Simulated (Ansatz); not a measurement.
Born–Oppenheimer molecular dynamics of a periodic cell of 28 atoms, Cs2RuC2NCl3O5 (host Cs2RuC2NCl3O5, host structure P-1). It starts from an unrelaxed structure (largest force component 1.39 eV/Å).

Computed with DFT LDA, scalar-relativistic, plane waves, PAW in Ansatz. Settings: accuracy low, cutoff 420 eV, k mesh 2x1x1, fermi-dirac smearing 0.05 eV, no spin polarisation.

```json
{
  "ensemble": "NVT, Nosé–Hoover chain",
  "time step": "1 fs",
  "steps asked": "50",
  "set temperature": "700 K",
  "thermostat": "time constant 100 fs, chain length 1",
  "seed": "29179"
}
```

First frame:

```xyz
28
Lattice="6.9867 0.0000 0.0000 2.8172 6.8904 0.0000 2.2475 -0.3159 12.8049" Properties=species:S:1:pos:R:3
Cs 4.800 5.819 1.112
Cs 7.251 0.755 11.693
Cs 7.299 4.402 8.271
Cs 4.752 2.172 4.534
Ru 3.808 1.884 9.049
Ru 8.243 4.691 3.756
C 9.721 3.722 10.997
C 2.331 2.853 1.808
C 4.298 3.720 11.202
C 7.753 2.854 1.603
N 2.713 0.984 7.970
N 9.338 5.591 4.835
Cl 3.761 0.054 10.605
Cl 8.290 6.520 2.200
Cl 5.811 1.022 8.033
Cl 6.241 5.552 4.772
Cl 3.881 3.879 7.682
Cl 8.170 2.696 5.122
O 1.985 0.353 7.336
O 10.066 6.221 5.469
O 9.281 2.809 10.143
O 2.771 3.765 2.662
O 4.973 2.907 10.408
O 7.079 3.667 2.397
O 4.805 4.443 12.072
O 7.247 2.132 0.732
O 8.988 4.518 11.597
O 3.064 2.057 1.208
```

Q: What does the run give?

A: All steps were run.

| Quantity | Value |
| --- | --- |
| steps done | 50 |
| time covered | 50 fs |
| mean temperature over the second half | 521 K |
| spread of the potential energy over the second half | 7.7 meV per atom |
| mean potential energy of the second half above the start | 24.3 meV per atom |

The conserved energy stayed within 0.17 meV per atom of its start (net change 0.077 meV per atom), so the integration is sound. The mean temperature of the second half is 26 % below the set value. A run of 0.05 ps of so small a system gives no equilibrium averages. Limits of this set-up: coarse k mesh, low accuracy level.

Q: What happens to the structure?

A: Mean squared displacements from the first frame to the last, about the centre of mass: Cs 0.02 Å², Ru 0.01 Å², C 0.05 Å², N 0.04 Å², Cl 0.07 Å², O 0.09 Å². Another seed would give other details.

Q: How do temperature and energy run in time?

A: 
| time (fs) | T (K) | potential energy less start (eV) | conserved less start (meV/atom) |
| --- | --- | --- | --- |
| 0.0 | 700 | 0.000 | 0.00 |
| 2.0 | 675 | 0.089 | 0.02 |
| 4.0 | 617 | 0.293 | 0.11 |
| 6.0 | 570 | 0.456 | 0.14 |
| 8.0 | 546 | 0.542 | 0.07 |
| 10.0 | 516 | 0.645 | 0.08 |
| 12.0 | 488 | 0.748 | 0.15 |
| 14.0 | 487 | 0.750 | 0.15 |
| 16.0 | 518 | 0.646 | 0.10 |
| 18.0 | 555 | 0.517 | 0.06 |
| 20.0 | 575 | 0.449 | 0.03 |
| 22.0 | 564 | 0.492 | 0.04 |
| 24.0 | 528 | 0.623 | 0.09 |
| 26.0 | 490 | 0.757 | 0.12 |
| 28.0 | 467 | 0.844 | 0.10 |
| 30.0 | 448 | 0.912 | 0.09 |
| 32.0 | 432 | 0.974 | 0.12 |
| 34.0 | 431 | 0.981 | 0.16 |
| 36.0 | 466 | 0.867 | 0.16 |
| 38.0 | 536 | 0.625 | 0.09 |
| 40.0 | 607 | 0.384 | -0.03 |
| 42.0 | 626 | 0.324 | -0.04 |
| 44.0 | 592 | 0.454 | 0.09 |
| 46.0 | 561 | 0.573 | 0.16 |
| 48.0 | 562 | 0.576 | 0.10 |
| 50.0 | 574 | 0.542 | 0.08 |

The run took 6.8 min on 1 thread of Intel(R) Xeon(R) Platinum 8259CL CPU @ 2.50GHz (Skylake/Cascade Lake), on a shared host, peak memory 1.1 GiB.
